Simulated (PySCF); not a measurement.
# The bond of CsAl, level by level

An exercise on one series of results from a longer session: the logs are not shown, and one member is left open.

Method: Cs def2-SVPD with ECP46, Al def2-SVPD, scalar-relativistic core potentials; program: PySCF 2.14.0.

Set-up of the first run:

The job is set up so:

| Quantity | Value |
| --- | --- |
| atoms | Cs, Al |
| charge | 0 |
| basis | Cs def2-SVPD with ECP46, Al def2-SVPD |
| Hamiltonian | scalar-relativistic core potentials |
| basis functions | 51 |
| electrons treated | 22 |
| masses in u | 132.9054, 26.9815 |
| levels | PBE0, PBE, r²SCAN, r²SCANh, BLYP, M06-L, HSE06, HF, MP2, SCS-MP2, CCSD, CCSD(T) |
| grid | 80 radial by 434 angular points |
| occupations | held fixed by the projection of orbital angular momentum |
| dissociation limit | Cs + Al, each in its ground configuration |
| starting distance in angstrom | 3.400 |
| values of 2S to try | 0, 2 |

On the command line:

```sh
$ OMP_NUM_THREADS=1 python dia.py task.json out
```

Steps of the session up to this table: Input; The PBE0 curve of the state that the search chose; Other states along the same grid; PBE (GGA); r²SCAN (meta-GGA); r²SCANh; BLYP (GGA); M06-L (meta-GGA); HSE06; UHF (mean field); MP2 and coupled cluster.

One table of the session follows, with a row left open; its other results are not shown here.

It belongs to the step «The curves together». Energy (eV) from each level's lowest point:

| R (Å) | UHF | UHF-MP2 | UHF-SCS-MP2 | UHF-CCSD | UHF-CCSD(T) |
| --- | --- | --- | --- | --- | --- |
| 3.202 | 0.407 | 0.303 | 0.314 | n/a | n/a |
| 3.351 | 0.214 | 0.146 | 0.153 | 0.150 | 0.147 |
| 3.500 | 0.094 | 0.055 | 0.059 | 0.058 | 0.056 |
| 3.611 | ? | ? | ? | ? | ? |
| 3.723 | 0.011 | 0.002 | 0.002 | 0.002 | 0.002 |
| 3.835 | 0.000 | 0.000 | 0.000 | 0.000 | 0.000 |
| 3.984 | 0.005 | 0.014 | 0.014 | 0.014 | 0.015 |
| 4.170 | 0.032 | 0.048 | 0.046 | 0.048 | 0.050 |
| 4.393 | 0.074 | 0.100 | 0.094 | 0.100 | 0.107 |
| 4.691 | 0.118 | 0.178 | 0.157 | n/a | n/a |

Estimate the missing values for R (Å) = 3.611.

Worked estimate for «UHF». A straight line through the neighbours (3.500, 0.094) and (3.723, 0.011) gives 0.094 + (0.011 − 0.094) × (3.611 − 3.500) / (3.723 − 3.500) = 0.053; a parabola fitted to 4 rows on both sides gives 0.040.

As computed: UHF: 0.041; UHF-MP2: 0.018; UHF-SCS-MP2: 0.020; UHF-CCSD: 0.020; UHF-CCSD(T): 0.019. In «UHF» the line misses by +0.012 and the parabola by -0.001.
